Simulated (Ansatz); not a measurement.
# TcRu, space group P-6m2: a check of PAW against all-electron LAPW

Computed with Ansatz 0.2.0, Python API.

The script reads `tcru.vasp`:
```text
TcRu
1.0
   2.72486253    0.00000000    0.00000000
  -1.36243126    2.35980017    0.00000000
   0.00000000    0.00000000    4.31289415
Tc Ru
1 1
Direct
   0.00000000    0.00000000    0.00000000
   0.33333333    0.66666667    0.50000000
```

The cells in order, each with its output:

```python
import ansatz as az
from ase.io import read
import numpy as np
```

```python
def count_gap(report):
    # lowest empty less highest filled band, counting bands; zero where they overlap
    return max(report.get("gap_by_band_count_ev") or 0.0, 0.0)

atoms = read("tcru.vasp", format="vasp")
structure = az.Crystal.from_ase(atoms)
```

```python
len(structure.resolved().sites)
```

    2

```python
calc = (
    structure.calculation()
    .occupations("fermi_dirac", width=50 * az.meV)
    .kpoints(spacing=0.2)
    .functional("pbesol")
    .stress()
    .forces()
    .band_table()
)
variants = {
    "PAW": calc.pseudopotentials("paw"),
    "LAPW": calc.pseudopotentials("all_electron", lapw=True),
}
rows = []
for label, variant in variants.items():
    report = variant.run(threads=1, backend="cpu").report
    levels = np.array(report["eigenvalues_ev"][0]) - report["fermi_energy_ev"]
    print(label, "levels at the first k-point near E_F:", np.round(levels[np.abs(levels) < 5], 3))
    rows.append((label, report["n_electrons"], np.trace(report["stress_gpa"]) / 3, count_gap(report)))
print("     treatment  electrons in bands           P GPa  gap by band count eV")
for row in rows:
    print(f"{str(row[0]):>14s}  {row[1]:18.1f}  {row[2]:14.3f}  {row[3]:20.3f}")
```

    DeckWarning: basis.ecutwfc = 500 eV, auto-derived from the records' recommended cutoffs: set by Tc (normal level)
    PAW levels at the first k-point near E_F: [-2.207 -2.207 -1.897 -1.24  -1.24  -0.886 -0.886  1.549  2.     2.   ]
    LAPW levels at the first k-point near E_F: [-2.207 -2.207 -1.897 -1.24  -1.24  -0.885 -0.885  1.546  2.001  2.001]
         treatment  electrons in bands           P GPa  gap by band count eV
               PAW                31.0          -5.502                 0.000
              LAPW                63.0          -5.512                 0.000

PAW gives -5.502 GPa and LAPW -5.512 GPa, 0.009 GPa apart. They took 7.4 and 93.6 s of processor time.

What to keep in mind:
- The computed bands are complete only to about 1.6 eV above the Fermi level.
- A gap by band count of zero or less means overlapping bands, a metal, and at an odd count of electrons it is no gap at all.
- At these settings the cell as given stands under about -6 GPa, so it isn't at this functional's equilibrium volume.
- This cell is a computed structure, which may not be the phase found in nature.
- Levels are Kohn-Sham eigenvalues on this mesh, without spin-orbit coupling.
- Warnings are shown shortened and without file and line.
- Pressure is positive in compression; the treatments may keep other shells as core, so totals and counts of electrons can differ.
- Finished in 100 s on 1 thread of Arm Neoverse V2 (shared host), peak memory 0.8 GiB.
